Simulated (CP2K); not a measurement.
Crystal: HfGe.

```
CELL_PARAMETERS angstrom
3.21967 0.00000 0.00000
0.00000 3.21967 0.00000
0.00000 0.00000 4.10843
ATOMIC_POSITIONS crystal
Hf 0.50000 0.50000 0.00000
Ge 0.00000 0.00000 0.00000
```

The cell was built by a generator and needn't be a form met in nature.

Base run:

```yaml
Program: CP2K 2026.2
Functional: LDA
Potentials_or_basis: POTENTIAL_UZH Hf GTH-PBE-q12, Ge GTH-PBE-q4; TZVP-MOLOPT-PBE-GTH basis
Density_cutoff: 9184 eV
k_mesh: 8 × 8 × 7
Occupations: fermi-dirac, width 0.05 eV
Spin: no spin polarisation
```

Its results: band gap on the k mesh none (metal or under the smearing width); pressure 57.6 GPa.

Q: The run is repeated on the same cell with these changes: functional from LDA to PBEsol. What comes out?

A: Band gap on the k mesh none (metal or under the smearing width); pressure 59.2 GPa.

PBEsol binds less tightly than LDA, so the same cell stands under more pressure.

Caveats: the potentials were made for another functional, which shifts forces and pressure; a pressure of tens of GPa on the cell as given is suspect, and the run, the potentials or the cell itself is likely at fault; the basis of atomic orbitals isn't converged, which shifts pressures, moduli and gaps.

Not every run made on this cell is shown here.
